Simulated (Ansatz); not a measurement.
# GeH₃Br (SMILES [GeH3][Br]): a relaxed scan of the bond length Ge1–H3

The task here is to estimate one member of a computed series from the others.

Program: Ansatz 0.2.0, Gaussian basis. Level of theory: single points in def2-TZVPP. These are calculated values, not measurements.

Levels: PBE-D4, r2SCAN-D4, PBE0-D4, B3LYP-D4, wB97M-V, Hartree-Fock, MP2, CCSD, CCSD(T). The scan takes 1.348, 1.401, 1.479, 1.570, 1.671, 1.780, 1.896, 2.017, 2.144 Å.

Correlated methods freeze the cores. Filled d shells of the heavier atoms are correlated. B3LYP uses VWN-RPA correlation.

19 further runs of the same task are left out: 19 set aside as unsound or not needed.

### The system as given

The minimum, relaxed at PBE0-D4: SMILES `[GeH3][Br]`, 5 atoms, charge 0, spin multiplicity 1.

Atoms are counted from 1 here; the program's logs count them from 0.

Bond lengths: Ge1–Br2 2.309 Å, Ge1–H3 1.532 Å, Ge1–H4 1.532 Å, Ge1–H5 1.532 Å. Angles: Br2–Ge1–H3 107.2°, Br2–Ge1–H4 107.2°, Br2–Ge1–H5 107.2°, H3–Ge1–H4 111.7°, H3–Ge1–H5 111.7°, H4–Ge1–H5 111.7°.

Geometry (Å):

```mol
BrGeH3
  3D, bonds by distance, orders not assigned

  5  4  0  0  0  0  0  0  0  0999 V2000
    0.1491   -0.0011   -0.1375 Ge  0  0
   -1.5388   -0.1665    1.4298 Br  0  0
    0.1386    1.4371   -0.6638 H   0  0
   -0.1621   -1.0110   -1.2461 H   0  0
    1.4632   -0.3322    0.5760 H   0  0
  1  2  8  0
  1  3  8  0
  1  4  8  0
  1  5  8  0
M  END
```

Energies of the minimum (eV), from earlier single points: PBE-D4 -126595.12039, r2SCAN-D4 -126613.71945, PBE0-D4 -126599.16395, B3LYP-D4 -126616.69416, wB97M-V -126606.99587, CCSD(T) -126536.85245.

At the minimum the bond length Ge1–H3 is 1.532 Å.

Set-up of the first run:

Input file relax/in.yaml:

```yaml
crystal:
  periodic: [false, false, false]
  atoms:
    - {symbol: Ge, position_ang: [0.149106, -0.001111, -0.137488]}
    - {symbol: Br, position_ang: [-1.538842, -0.166535, 1.429849]}
    - {symbol: H, position_ang: [0.139853, 1.264747, -0.600763]}
    - {symbol: H, position_ang: [-0.162095, -1.010972, -1.246056]}
    - {symbol: H, position_ang: [1.463238, -0.332185, 0.576036]}
basis:
  gaussian: {orbitals: def2-TZVP}
hamiltonian: {xc: pbe0, dispersion: d4}
relax: {f_tol: 0.005, max_steps: 200, constraints: [{distance: [0, 2]}]}
```

No record of the launch command was kept for these runs.

Steps of the session up to this table: Ge1–H3 = 1.348 Å; Ge1–H3 = 1.401 Å; Ge1–H3 = 1.479 Å; Ge1–H3 = 1.570 Å; Ge1–H3 = 1.671 Å; Ge1–H3 = 1.780 Å; Ge1–H3 = 1.896 Å; Ge1–H3 = 2.017 Å; Ge1–H3 = 2.144 Å.

One table of the session follows, with a row left open; its other results are not shown here.

It belongs to the step «The curves». Energies less that of the minimum at the same level (kcal/mol):

| bond length (Å) | PBE-D4 | PBE0-D4 | B3LYP-D4 | wB97M-V | Hartree-Fock |
| --- | --- | --- | --- | --- | --- |
| 1.348 | 9.3 | 8.8 | 8.7 | 8.2 | 9.0 |
| 1.401 | 4.5 | 4.1 | 4.0 | 3.7 | 4.1 |
| 1.479 | 0.8 | 0.6 | 0.6 | 0.4 | 0.5 |
| 1.532 (minimum) | 0.0 | 0.0 | 0.0 | 0.0 | 0.0 |
| 1.570 | 0.1 | 0.3 | 0.3 | 0.4 | 0.4 |
| 1.671 | ? | ? | ? | ? | ? |
| 1.780 | 7.5 | 8.7 | 8.4 | 9.4 | 9.8 |
| 1.896 | 14.1 | 16.0 | 15.4 | 17.2 | 18.2 |
| 2.017 | 21.9 | 24.6 | 23.6 | 26.2 | 27.9 |
| 2.144 | 30.4 | 33.9 | 32.6 | 35.9 | 38.4 |

**Question.** Estimate the row for bond length (Å) = 1.671.

Worked estimate for «PBE-D4». A straight line through the neighbours (1.570, 0.1) and (1.780, 7.5) gives 0.1 + (7.5 − 0.1) × (1.671 − 1.570) / (1.780 − 1.570) = 3.7; a parabola fitted to 4 rows on both sides gives 2.6.

The run gave: PBE-D4: 2.5; PBE0-D4: 3.2; B3LYP-D4: 3.1; wB97M-V: 3.6; Hartree-Fock: 3.7. In «PBE-D4» the line misses by +1.2 and the parabola by +0.1.

Caveats from the session: A polynomial through the near points puts the CCSD(T) minimum 0.008 Å below the PBE0-D4 value.
